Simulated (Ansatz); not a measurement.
# CH₅GeN + H₂: a complex and its separated parts

Aim: how far the complex at one end of a reaction step lies below its separated, relaxed parts, level by level.

The runs use Ansatz 0.2.0, Gaussian basis; PBE0-D4/def2-TZVP structures, single points in def2-TZVPP, no counterpoise correction.

Levels: SPW92, PBE-D4, BLYP-D4, r2SCAN-D4, B97M-V, PBE0-D4, B3LYP-D4, r2SCAN0-D4, BHLYP-D4, CAM-B3LYP-D4, wB97X-V, wB97M-V, B2PLYP, PBE-QIDH, RPA on PBE, Hartree-Fock, MP2, CCSD, CCSD(T).

Cores are frozen in the correlated methods. Filled d shells of the heavier atoms are correlated. B3LYP uses VWN-RPA correlation. B2PLYP carries no dispersion term here.

10 further runs of the same task are left out: 10 set aside as unsound or not needed.

## 1. The system as given

The complex: 10 atoms, charge 0, spin multiplicity 1.

Atoms are counted from 1 here; the program's logs count them from 0.

Bond lengths: Ge1–N3 1.700 Å, Ge1–H6 1.543 Å, Ge1–H7 1.525 Å, H2–H5 0.750 Å, N3–C4 1.439 Å, C4–H8 1.097 Å, C4–H9 1.100 Å, C4–H10 1.097 Å. Angles: N3–Ge1–H6 125.9°, N3–Ge1–H7 117.9°, H6–Ge1–H7 116.2°, Ge1–N3–C4 122.8°, N3–C4–H8 109.3°, N3–C4–H9 116.4°, N3–C4–H10 109.3°, H8–C4–H9 107.6°, H8–C4–H10 106.1°, H9–C4–H10 107.6°.

As a file:

```mol
CH7GeN
  3D, bonds by distance, orders not assigned

 10  8  0  0  0  0  0  0  0  0999 V2000
   -0.4603    1.4687    0.5600 Ge  0  0
    2.6295    0.2321   -2.0882 H   0  0
    0.0397   -0.0449   -0.0301 N   0  0
   -0.6133   -1.2758    0.3297 C   0  0
    2.0462    0.1244   -1.6285 H   0  0
   -1.6376    1.7193    1.5256 H   0  0
    0.3126    2.7016    0.1050 H   0  0
   -0.9654   -1.7791   -0.5790 H   0  0
   -1.4682   -1.1929    1.0170 H   0  0
    0.1171   -1.9535    0.7884 H   0  0
  1  3  8  0
  1  6  8  0
  1  7  8  0
  2  5  8  0
  3  4  8  0
  4  8  8  0
  4  9  8  0
  4 10  8  0
M  END
```

Its parts: CH₅GeN holds atoms 1, 3, 4, 6, 7, 8, 9, 10; H₂ holds atoms 2, 5. Each part counts its atoms afresh in its own runs.

## 2. Relaxing CH₅GeN alone

File relax-a/in.yaml:

```yaml
crystal:
  periodic: [false, false, false]
  atoms:
    - {symbol: Ge, position_ang: [-0.460312, 1.468708, 0.560043]}
    - {symbol: N, position_ang: [0.039696, -0.044890, -0.030076]}
    - {symbol: C, position_ang: [-0.613256, -1.275784, 0.329722]}
    - {symbol: H, position_ang: [-1.637640, 1.719318, 1.525557]}
    - {symbol: H, position_ang: [0.312575, 2.701586, 0.104981]}
    - {symbol: H, position_ang: [-0.965421, -1.779083, -0.578992]}
    - {symbol: H, position_ang: [-1.468186, -1.192940, 1.017039]}
    - {symbol: H, position_ang: [0.117066, -1.953486, 0.788439]}
basis:
  gaussian: {orbitals: def2-TZVP}
hamiltonian: {xc: pbe0, dispersion: d4}
relax: {f_tol: 0.005, max_steps: 200}
```

No record of the launch command was kept for these runs.

The runs that follow: Relaxing H₂ alone; wB97M-V/def2-TZVPP; CCSD(T)/def2-TZVPP; Vibrations of CH₅GeN; Vibrations of H₂.

Q: Predict the outcome of this session. Wanted: complex less parts, CCSD(T)/def2-TZVPP; with zero-point energy; largest T1 diagnostic.

**Answer**, as computed:

| quantity | value |
| --- | --- |
| complex less parts, CCSD(T)/def2-TZVPP | -0.048 eV |
| with zero-point energy | +0.015 eV |
| largest T1 diagnostic | 0.016 |

What this shows: At CCSD(T) the complex lies 0.048 eV below its parts. Among the functionals PBE-QIDH lands nearest to CCSD(T) (-0.001 eV) and SPW92 farthest (-0.059 eV). By rung, the mean size of the error is: LDA 0.059, GGA 0.015, meta-GGA 0.007, hybrid 0.011, range-separated hybrid 0.010, double hybrid 0.005 eV. PBE-D4 gives a relative energy 0.023 eV too low, an error of 48 % of the reference. No counterpoise was applied, and triple zeta lacks some correlation, so the CCSD(T) reference has a basis error of its own, and close matches with it are partly luck. The restricted Hartree–Fock reference is unstable towards an unrestricted one at one or more of these structures.
